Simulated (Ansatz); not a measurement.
# CH4AlNS: how energies converge with the basis set

An exercise on one series of results from a longer session: the logs are not shown, and one member is left open.

Program: Ansatz 0.2.0, Gaussian basis. Level of theory: one geometry, several basis sets. These are calculated values, not measurements.

Levels to be run: PBE0-D4/def2-SVP; ωB97M-V/def2-SVP; PBE0-D4/def2-QZVPP; ωB97M-V/def2-QZVPP; the functionals' def2-TZVPP values are taken from earlier runs.

### The geometry

An earlier PBE0-D4 in a triple-zeta def2 set relaxation fixed the geometry.

SMILES `C=[N][AlH][SH]`, 8 atoms, charge 0, spin multiplicity 1.

Atoms are counted from 1 here; the program's logs count them from 0.

Bond lengths: C1–N2 1.242 Å, C1–H5 1.101 Å, C1–H6 1.101 Å, N2–Al3 1.742 Å, Al3–S4 2.184 Å, Al3–H7 1.574 Å, S4–H8 1.344 Å. Angles: N2–C1–H5 122.5°, N2–C1–H6 122.5°, H5–C1–H6 115.0°, C1–N2–Al3 179.7°, N2–Al3–S4 116.8°, N2–Al3–H7 120.4°, S4–Al3–H7 122.8°, Al3–S4–H8 92.2°.

The first run:

in.yaml

```yaml
crystal:
  periodic: [false, false, false]
  atoms:
    - {symbol: C, position_ang: [-0.473689, 1.945014, 0.094108]}
    - {symbol: N, position_ang: [-0.140028, 0.766120, -0.111343]}
    - {symbol: Al, position_ang: [0.336001, -0.884161, -0.404934]}
    - {symbol: S, position_ang: [0.152320, -2.275771, 1.268546]}
    - {symbol: H, position_ang: [0.235257, 2.707024, 0.454446]}
    - {symbol: H, position_ang: [-1.500928, 2.306768, -0.070463]}
    - {symbol: H, position_ang: [0.868306, -1.320034, -1.820113]}
    - {symbol: H, position_ang: [0.614959, -3.301959, 0.533854]}
basis:
  gaussian: {orbitals: def2-SVP}
hamiltonian: {xc: pbe0, dispersion: d4}
output: {orbitals: {seedname: orbitals}}
```

Command:

```console
ansatz run in.yaml --threads 2 --pin off --events-out ev --progress --plain --max-ram 4352MiB
```

Steps of the session up to this table: PBE0-D4 in def2-SVP; ωB97M-V in def2-SVP; PBE0-D4 in def2-QZVPP; ωB97M-V in def2-QZVPP.

One table of the session follows, with a row left open; its other results are not shown here.

It belongs to the step «Density functionals: the series». 

| functional | basis | HOMO (eV) |
| --- | --- | --- |
| PBE0-D4 | def2-SVP | -6.63 |
| PBE0-D4 | def2-TZVPP | -6.74 |
| PBE0-D4 | def2-QZVPP | -6.76 |
| ωB97M-V | def2-SVP | -8.84 |
| ωB97M-V | def2-TZVPP | ? |
| ωB97M-V | def2-QZVPP | -9.02 |

Q: Estimate the row for ωB97M-V, def2-TZVPP from the others.

The run gave: HOMO (eV): -8.98. In the column «HOMO (eV)» it lies between ωB97M-V, def2-QZVPP (-9.02) and ωB97M-V, def2-SVP (-8.84).
